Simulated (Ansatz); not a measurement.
# H3O4Si: the cost of one run

Method: RKS PBE-D4/def2-SVP, in Ansatz 0.2.0.

## (1) The starting structure

Bond lengths: O1–Si2 1.542 Å, Si2–O3 1.684 Å, Si2–O4 1.684 Å, Si2–O5 1.684 Å, O3–H6 0.951 Å, O4–H7 0.951 Å, O5–H8 0.951 Å. Angles: O1–Si2–O3 116.4°, O1–Si2–O4 116.3°, O1–Si2–O5 116.3°, O3–Si2–O4 101.8°, O3–Si2–O5 101.7°, O4–Si2–O5 101.8°, Si2–O3–H6 109.8°, Si2–O4–H7 109.5°, Si2–O5–H8 109.6°.

Coordinates:

```xyz
8

O    -1.5232    0.2113    0.8867
Si   -0.1997    0.0283    0.1170
O     1.2012   -0.0633    1.0475
O     0.1964    1.2381   -0.9859
O    -0.0724   -1.3581   -0.8307
H     1.2399    0.6745    1.6458
H    -0.5398    1.3907   -1.5676
H    -0.3024   -2.1214   -0.3128
```

## (2) End point A

The input, input.yaml:

```yaml
crystal:
  periodic: [false, false, false]
  atoms:
    - { symbol: O, position_ang: [-1.52317, 0.21129, 0.88668] }
    - { symbol: Si, position_ang: [-0.19974, 0.02827, 0.11698] }
    - { symbol: O, position_ang: [1.2012, -0.0633, 1.04753] }
    - { symbol: O, position_ang: [0.19639, 1.23812, -0.98591] }
    - { symbol: O, position_ang: [-0.07242, -1.35815, -0.83066] }
    - { symbol: H, position_ang: [1.23991, 0.67453, 1.64576] }
    - { symbol: H, position_ang: [-0.53983, 1.39066, -1.56759] }
    - { symbol: H, position_ang: [-0.30235, -2.12143, -0.31277] }
total_charge: -1
basis:
  gaussian: { orbitals: def2-SVP }
hamiltonian:
  xc: pbe
  dispersion: d4
relax:
  f_tol: 0.015
  max_steps: 40
```

Started as:

```sh
ansatz run input.yaml --threads 1 --pin off --max-ram 2048MiB --backend cpu --events-out ev --progress --plain --runs-dir out
```

What time and memory should one allow on 1 thread of an x86-64 CPU, shared host?

About 15 s, with a peak of 0.13 GiB.
